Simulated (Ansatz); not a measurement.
**Ir (hcp type): how the settings move a single-point run**

Aim: see which settings change the result for Ir (hcp type), by how much, and at what cost.

Program: Ansatz 0.2.0. Level of theory: reference: DFT, PBEsol, PAW with Ansatz's default frozen-core files, scalar-relativistic. These are calculated values, not measurements.

### 1 The starting structure

Symmetry: P6_3/mmc, No. 194, hexagonal system. The conventional cell has a = 2.720 Å, b = 2.720 Å, c = 4.408 Å, α = 90.00°, β = 90.00°, γ = 120.00°. Ir (site symmetry -6m2) is surrounded by 12 Ir at 2.71 to 2.72 Å.

As a file:

```cif
data_structure
_symmetry_space_group_name_H-M 'P 1'
_symmetry_Int_Tables_number 1
_cell_length_a 2.7201
_cell_length_b 2.7201
_cell_length_c 4.4080
_cell_angle_alpha 90.000
_cell_angle_beta 90.000
_cell_angle_gamma 120.000
_cell_volume 28.25
loop_
_atom_site_label
_atom_site_type_symbol
_atom_site_fract_x
_atom_site_fract_y
_atom_site_fract_z
_atom_site_occupancy
Ir1 Ir 0.33333 0.66667 0.25000 1
Ir2 Ir 0.66667 0.33333 0.75000 1
```

### 2 Reference

input.yaml reads:

```yaml
crystal:
  lattice:
    - [2.7201297417, 0.0, 0.0]
    - [-1.3600648708, 2.3557014579, 0.0]
    - [0.0, 0.0, 4.4079603801]
  atoms:
    - { symbol: Ir, position: [0.3333333333, 0.6666666667, 0.25] }
    - { symbol: Ir, position: [0.6666666667, 0.3333333333, 0.75] }
kpoints:
  mp_grid: { grid: [16, 16, 9] }
  band_path:
    path:
      - [0.0, 0.0, 0.0]
      - [0.5, 0.0, 0.0]
      - [0.3333333333, 0.3333333333, 0.0]
      - [0.0, 0.0, 0.0]
      - [0.0, 0.0, 0.5]
      - [0.5, 0.0, 0.5]
      - [0.3333333333, 0.3333333333, 0.5]
      - [0.0, 0.0, 0.5]
      - [0.5, 0.0, 0.5]
    npoints: 8
scf:
  occupations: { method: fermi_dirac, width: 0.08 }
hamiltonian:
  xc: pbesol
  pseudopotentials: { kind: paw }
output:
  forces: true
  stress: true
  eigenvalues: true
  populations: true
  dos: { projected: true, de: 0.2, e_range: [-14, 8] }
```

Command:

```sh
$ ansatz run input.yaml --threads 1 --pin off --max-ram 2048MiB --backend cpu --events-out ev --progress --plain --runs-dir out
```

### 3 Changed: hubbard.sites [{species: Ir, l: d, u_eff: 5.0}], hubbard.double_counting fll

Changes to input.yaml since step 2:

```diff
@@ -27,2 +27,3 @@
   pseudopotentials: { kind: paw }
+  hubbard: { sites: [{ species: Ir, l: d, u_eff: 5.0 }], double_counting: fll }
 output:
@@ -32,2 +33,5 @@
   populations: true
-  dos: { projected: true, de: 0.2, e_range: [-14, 8] }
+  write_density: true
+  write_potential: true
+  elf: true
+  volumetric_format: npy
```

Q: Predict the outcome of this session. Wanted: for each run, ending; energy change; pressure; gap; force.

The runs gave:

```tsv
run	ending	energy change	pressure (GPa)	gap (eV)	force (eV/Å)	cycles	time
reference	converged	0	0.0	0.00	0.00	6	6.3 s
1: hubbard.sites [{species: Ir, l: d, u_eff: 5.0}], hubbard.double_counting fll	converged	+4.14 eV/atom (Hubbard term changed: no physical gain or loss)	-2.1	0.00	0.00	7	12 s
```

Times don't compare one to one where runs were asked for different outputs or read a saved state (see the inputs); cycles may leave out searches for a lower state.

Residual by cycle in the longest SCF loop of each run; runs are numbered as in the table. The quantity is the density residual dr2, in eV.

```tsv
cycle	reference	run 1
1	0.0158	0.269
2	0.0051	0.0423
3	1.5e-5	0.00456
4	5.1e-7	3.8e-5
5	2.6e-9	1.4e-6
6	1.1e-10	3.1e-7
7	-	8.1e-9
```

**Reading.** Changing the Hubbard U and double counting of the Hubbard term moves the energy by +4.14 eV/atom, and the pressure goes from 0.0 to -2.1 GPa. The U term adds an energy of its own, so the shift says nothing about which run is better. A changed U is a change of model: its shifts are not errors of convergence.
